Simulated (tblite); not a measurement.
# C8H13B: the cost of one run

Programs: PySCF 2.14.0 with density-fitted response routines of our own, and tblite 0.8.0. All values are computed, except where a source is named. Atoms count from 0 throughout.

## 1. The molecule as given

22 atoms, charge 0, multiplicity 1; geometry from: force field or distance geometry start.

Bonds of the start (Å): B1–C2 1.60, B1–C3 1.58, C0–B1 1.58, C0–H10 1.13, C0–H11 1.11, C0–H9 1.11, C2–H12 1.09, C2–H13 1.12, C2–H14 1.09, C3–C4 1.47, C3–C8 1.49, C3–H15 1.10, C4–C5 1.32, C4–H16 1.09, C5–C6 1.45, C5–H17 1.09, C6–C7 1.51, C6–C8 1.32, C7–H18 1.11, C7–H19 1.11, C7–H20 1.10, C8–H21 1.09.

## 2. GFN2-xTB relaxation, start minimum

The job: settings as JSON, then the geometry in Å.

```
{"job": {"xc": "GFN2-xTB", "basis": "xTB", "kind": "relax"}, "charge": 0, "multiplicity": 1}
C     -2.628900     0.780000     0.266400
B     -1.484700    -0.264300    -0.044700
C     -1.962900    -1.795500    -0.094800
C     -0.210800     0.230200    -0.846000
C      0.214900     1.567800    -0.422500
C      1.467800     1.496100    -0.008600
C      1.968600     0.136200    -0.099600
C      3.344300    -0.333600     0.295100
C      0.990100    -0.603400    -0.578200
H     -3.485500     0.332000     0.815000
H     -3.056400     1.167200    -0.708700
H     -2.260100     1.626500     0.875100
H     -1.362600    -2.356600    -0.812400
H     -2.994000    -1.753600    -0.520000
H     -1.941000    -2.203300     0.912700
H     -0.447800     0.186900    -1.917500
H     -0.372000     2.480300    -0.457300
H      2.041500     2.342700     0.356400
H      3.437900    -1.429100     0.184700
H      4.062800     0.162000    -0.387300
H      3.574400    -0.072500     1.338300
H      1.094100    -1.676600    -0.747200
```

Command:

```
$ OMP_NUM_THREADS=1 python ens_run.py task.json out
```

This one command runs the whole study; its stages follow in the order run.

**Question.** How long does this first job take on 1 thread of Arm Neoverse V1, shared host?

About 2.5 s.
